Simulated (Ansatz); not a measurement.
# Mn (diamond type): a single-point run

The task is a single-point run on Mn (diamond type). The structure is shown as the input types it.

Program: Ansatz 0.2.0. Level of theory: DFT, PBEsol, PAW with Ansatz's default frozen-core files, scalar-relativistic. These are calculated values, not measurements.

2 further runs of the same task are left out: 2 that didn't finish. Runs told in other sessions of the task aren't counted.

### 1 Starting point

The structure is cubic, space group Fd-3m (No. 227). Conventional cell: a = 3.876 Å, b = 3.876 Å, c = 3.876 Å, α = 90.00°, β = 90.00°, γ = 90.00°. Mn (site symmetry -43m) is surrounded by 4 Mn at 1.68 Å.

Coordinates:

```cif
data_structure
_symmetry_space_group_name_H-M 'Fd-3m:1'
_symmetry_Int_Tables_number 227
_cell_length_a 3.8755
_cell_length_b 3.8755
_cell_length_c 3.8755
_cell_angle_alpha 90.000
_cell_angle_beta 90.000
_cell_angle_gamma 90.000
_cell_volume 58.21
loop_
_atom_site_label
_atom_site_type_symbol
_atom_site_symmetry_multiplicity
_atom_site_Wyckoff_symbol
_atom_site_fract_x
_atom_site_fract_y
_atom_site_fract_z
_atom_site_occupancy
Mn1 Mn 8 b 0.00000 0.50000 0.00000 1
```

### 2 The run

File input.yaml:

```yaml
crystal:
  lattice:
    - [0.0, 1.9377677351, 1.9377677351]
    - [1.9377677351, 0.0, 1.9377677351]
    - [1.9377677351, 1.9377677351, 0.0]
  atoms:
    - { symbol: Mn, position: [-0.125, -0.125, -0.125], spin: 3.0 }
    - { symbol: Mn, position: [0.125, 0.125, 0.125], spin: 3.0 }
magnetization:
  spin_polarized: true
kpoints:
  mp_grid: { grid: [15, 15, 15], kspacing: 0.3 }
  band_path:
    path:
      - [0.0, 0.0, 0.0]
      - [0.5, 0.0, 0.5]
      - [0.625, 0.25, 0.625]
      - [0.375, 0.375, 0.75]
      - [0.0, 0.0, 0.0]
      - [0.5, 0.5, 0.5]
      - [0.5, 0.25, 0.75]
      - [0.5, 0.0, 0.5]
    npoints: 8
scf:
  occupations: { method: fermi_dirac, width: 0.08 }
  max_iter: 100
hamiltonian:
  xc: pbesol
  pseudopotentials: { kind: paw }
output:
  forces: true
  stress: true
  eigenvalues: true
  populations: true
```

Command:

```sh
$ ansatz run input.yaml --threads 1 --pin off --max-ram 3072MiB --backend cpu --events-out ev --progress --plain --runs-dir out
```

Q: Will this input give a usable result? If not, why, and what should change?

The run ended at the input check. Its message: «invalid value for `kpoints.mp_grid.kspacing`: mutually exclusive with `grid` — set one or the other»

Look at the input: kpoints.mp_grid.kspacing is 0.3. The mesh can't be built from what was typed.

What to do: delete kpoints.mp_grid.kspacing.
